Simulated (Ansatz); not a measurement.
# C (Fd-3m): an equation of state far from equilibrium

One table from this session's results is given with a row withheld; the runs are named, their logs left out.

Method: DFT PBE, scalar-relativistic, plane waves, PAW, in Ansatz 0.2.0.

## The starting structure

It takes space group Fd-3m (No. 227, cubic). The conventional cell has a = 3.572 Å, b = 3.572 Å, c = 3.572 Å, α = 90.00°, β = 90.00°, γ = 90.00°. C (site symmetry -43m) has 4 C at 1.55 Å as nearest neighbours.

Structure file:

```cif
data_structure
_symmetry_space_group_name_H-M 'P 1'
_symmetry_Int_Tables_number 1
_cell_length_a 2.5255
_cell_length_b 2.5255
_cell_length_c 2.5255
_cell_angle_alpha 60.000
_cell_angle_beta 60.000
_cell_angle_gamma 60.000
_cell_volume 11.39
loop_
_atom_site_label
_atom_site_type_symbol
_atom_site_fract_x
_atom_site_fract_y
_atom_site_fract_z
_atom_site_occupancy
C1 C 0.00000 0.00000 0.00000 1
C2 C 0.25000 0.25000 0.25000 1
```

This cell comes from an earlier session at PBE: 5.695 Å³/atom at 0.01 GPa, on a 22×22×22 mesh.

The first run:

Contents of input.yaml:

```yaml
crystal:
  lattice:
    - [0.0, 1.7616497688, 1.7616497688]
    - [1.7616497688, 0.0, 1.7616497688]
    - [1.7616497688, 1.7616497688, 0.0]
  atoms:
    - { symbol: C, position: [0.0, 0.0, 0.0] }
    - { symbol: C, position: [0.25, 0.25, 0.25] }
basis:
  ecutwfc: 420
  ecutrho_ratio: 4
kpoints:
  mp_grid: { grid: [22, 22, 22] }
hamiltonian:
  xc: pbe
scf:
  occupations: { method: gaussian, width: 0.05 }
output:
  forces: true
  stress: true
  eigenvalues: true
```

On the command line:

```console
> ansatz run input.yaml --threads 1 --pin off --max-ram 2560MiB --backend cpu --events-out ev --progress --plain --runs-dir out
```

Steps of the session up to this table: Volume × 0.96; Volume × 1.04; Volume × 0.92; Volume × 0.88; Volume × 0.84; Volume × 0.8.

One table of the session follows, with a row left open; its other results are not shown here.

| volume (Å³/atom) | energy above the lowest (meV/atom) | pressure (GPa) | gap on the mesh (eV) |
| --- | --- | --- | --- |
| 4.556 | 433.4 | 144.8 | 4.66 |
| 4.784 | 257.7 | 103.7 | 4.53 |
| 5.012 | 135.1 | 69.9 | 4.42 |
| 5.239 | ? | ? | ? |
| 5.467 | 13.1 | 19.1 | 4.22 |
| 5.695 | 0.0 | 0.0 | 4.13 |
| 5.923 | 11.6 | -15.8 | 4.05 |

**Question.** Estimate the row for volume (Å³/atom) = 5.239.

Worked estimate for «energy above the lowest (meV/atom)». A straight line through the neighbours (5.012, 135.1) and (5.467, 13.1) gives 135.1 + (13.1 − 135.1) × (5.239 − 5.012) / (5.467 − 5.012) = 74.2; a parabola fitted to 4 rows on both sides gives 56.0.

**Answer.** energy above the lowest (meV/atom): 56.1; pressure (GPa): 42.1; gap on the mesh (eV): 4.32. In «energy above the lowest (meV/atom)» the line misses by +18.1 and the parabola by -0.1.

Caveats from the session: Against the measured bulk modulus of C, 442 GPa (quoted in “Equation of state of cubic boron nitride at high pressures and temperatures”, 2007, arxiv:cond-mat/0702656), the calculated 434 GPa is off by -1.9 %. 3 values of this kind are on record (442 to 444.8 GPa); this one was drawn at random among those near their median, those with a stated uncertainty first. Other structures may be lower in enthalpy at these pressures.

**Measured values.**

From “Equation of state of cubic boron nitride at high pressures and temperatures”, 2007, arxiv:cond-mat/0702656, for a bulk crystal of C: bulk modulus 442 ± 5 GPa.
